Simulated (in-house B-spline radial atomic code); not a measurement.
# Cs: ionisation energy by several methods

The task here is to estimate one member of a computed series from the others.

Method: Dirac-Coulomb, several functionals; spherical all-electron atom at the radial basis limit. Code: in-house B-spline radial atomic code version 1.

### What is computed

```
element       : caesium (Z = 55)
charge        : 0
electrons     : 55
configuration : [Xe] 6s1
nucleus       : Fermi, rms radius 4.804 fm
```

Outer shells as boxes (Hund's rule):

[Xe] 6s1
```
[Xe] core
6s [↑ ]
```

The boxes only draw the filling; these runs are spin-restricted and spherical.

The first run:

Settings of the run:

```ini
Z = 55
electrons = 55.0
configuration = [Xe] 6s1
hamiltonian = dirac
method = pbesol
spin_polarised = False
nucleus = fermi
rms_radius = 4.8041
mass_number = 133
atomic_mass = 132.905451958
speed_of_light = 137.035999084
```

Steps of the session up to this table: PBEsol, a GGA; LDA (PW92); OLYP, a GGA; BLYP, a GGA; relativistic LDA; PW91, a GGA.

One of the session's tables, all rows but one given; the rest of the session is left out.

```
          method  ΔSCF (eV)
      LDA (PW92)      3.996
relativistic LDA      3.990
          PBEsol      3.791
            OLYP      3.784
            BLYP          ?
            PW91      3.891
```

Estimate the missing values for BLYP.

The run gave: ΔSCF (eV): 3.882. In the column «ΔSCF (eV)» it lies between PBEsol (3.791) and PW91 (3.891).

The tabulated ionisation energy is 3.89391 ± 1.7e-10 eV (measured; NIST Atomic Spectra Database). PW91 comes nearest (-0.002 eV) and OLYP is farthest (-0.110 eV, 2.8 %). Open shells are averaged (over orientations, and over spins where the run is restricted), while tables refer to the lowest levels. For the semilocal functionals minus the highest level recovers only 48 to 56 % of their own ΔSCF value, a mark of self-interaction.

Members of this set that are not shown: 8 used exact exchange with fractional occupations of an open shell, which is unsound here.

**Measured values.**

From NIST Atomic Spectra Database: ionisation energy of Cs 3.89391 eV.
